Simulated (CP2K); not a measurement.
**AlSn under changes of volume**

One of the cells (25.236 Å³/atom); the others are scaled copies at fixed shape and fractional positions:

```xyz
2
Lattice="4.1981 0.0000 0.0000 -2.0991 3.6357 0.0000 0.0000 0.0000 3.3068" Properties=species:S:1:pos:R:3 pbc="T T T"
Sn    0.0000    2.4238    1.6534
Al    0.0000    0.0000    0.0000
```

The cell comes from a database or a generator and needn't be the stable form of this composition.

| Property | Result |
| --- | --- |
| Program | CP2K 2026.2 |
| Functional | PBE |
| Potentials or basis | POTENTIAL_UZH Sn GTH-PBE-q4, Al GTH-PBE-q3; TZVP-MOLOPT-PBE-GTH basis |
| Density cutoff | 6123 eV |
| k mesh | 7 × 7 × 8 |
| Occupations | fermi-dirac, width 0.05 eV |
| Spin | no spin polarisation |

```tsv
volume (Å³/atom)	energy over the lowest point (meV/atom)	pressure (GPa)
23.722	27.54	4.7
24.227	14.74	3.3
24.731	6.16	2.1
25.236	?	?
25.741	0.00	-0.1
26.245	1.65	-1.0
26.750	5.91	-1.7
```

Problem. What does the run at 25.236 Å³/atom give?

Solution. Energy over the lowest point 1.38 meV/atom; pressure 0.9 GPa.

Worked out: A Birch-Murnaghan fit of order 3 (a polynomial in V^(-2/3)) to the other rows has its minimum at 25.71 Å³/atom with B0 = V·E''(V) = 49 GPa and B' = 4.9 at fixed shape and positions, which overstates the stiffness. It gives 1.40 meV/atom at 25.236 Å³/atom, against the run's 1.38, and -dE/dV = 1.0 GPa, against 0.9.

Energies are extrapolated to zero smearing.

Caveats: the basis of atomic orbitals isn't converged, which shifts pressures, moduli and gaps.
